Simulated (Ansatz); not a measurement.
# ZnHO radical: single points off equilibrium

One table from this session's results is given with a row withheld; the runs are named, their logs left out.

Method: single points in def2-TZVPP; program: Ansatz 0.2.0, Gaussian basis.

Cores are frozen in the correlated methods. The 3s and 3p shells of Cu and Zn are frozen; filled d shells are correlated. Orbitals are unrestricted.

**The starting structure**

SMILES `[OH][Zn]`, 3 atoms, charge 0, spin multiplicity 2.

Atoms are counted from 1 here; the program's logs count them from 0.

Bond lengths: O1–Zn2 1.845 Å, O1–H3 0.954 Å. Angles: Zn2–O1–H3 123.3°.

As a file:

```xyz
3

O    -0.2895   -0.3817   -0.2113
Zn    1.2620    0.0570    0.6849
H    -0.9411    0.2634   -0.4764
```

Set-up of the first run:

The input, run/in.yaml:

```yaml
crystal:
  periodic: [false, false, false]
  atoms:
    - {symbol: O, position_ang: [-0.289500, -0.381700, -0.211300]}
    - {symbol: Zn, position_ang: [1.262000, 0.057000, 0.684900]}
    - {symbol: H, position_ang: [-0.941100, 0.263400, -0.476400]}
basis:
  gaussian: {orbitals: def2-TZVPP}
magnetization: {spin_polarized: true, initial_magnetization: 1}
correlation: {method: ccsd_t, frozen_orbitals: {H: 0, O: 1, Zn: 9}}
scf: {omitted_lower_state_checks: [cluster_reference]}
output: {forces: true}
```

The command line of these runs was not kept.

Among the steps run: CCSD(T)/def2-TZVPP; PBE0-D4/def2-TZVPP; wB97M-V/def2-TZVPP; r2SCAN-D4/def2-TZVPP; PBE-D4/def2-TZVPP; HSE06-D4/def2-TZVPP; CAM-B3LYP-D4/def2-TZVPP.

One of the session's tables, all rows but one given; the rest of the session is left out.

| method | RMS force component (eV/Å) | angle to CCSD(T) forces (°) | dipole (D) |
| --- | --- | --- | --- |
| CCSD(T) | 0.358 | reference | 1.95 |
| PBE0-D4 | ? | ? | ? |
| wB97M-V | 0.304 | 4.1 | 1.90 |
| r2SCAN-D4 | 0.377 | 9.2 | 1.71 |
| PBE-D4 | 0.452 | 45.9 | 1.55 |
| HSE06-D4 | 0.293 | 7.6 | 1.85 |
| CAM-B3LYP-D4 | 0.335 | 1.7 | 1.95 |

**Question.** Estimate the row for PBE0-D4.

As computed: RMS force component (eV/Å): 0.295; angle to CCSD(T) forces (°): 6.8; dipole (D): 1.86. In the column «RMS force component (eV/Å)» it lies between HSE06-D4 (0.293) and wB97M-V (0.304).
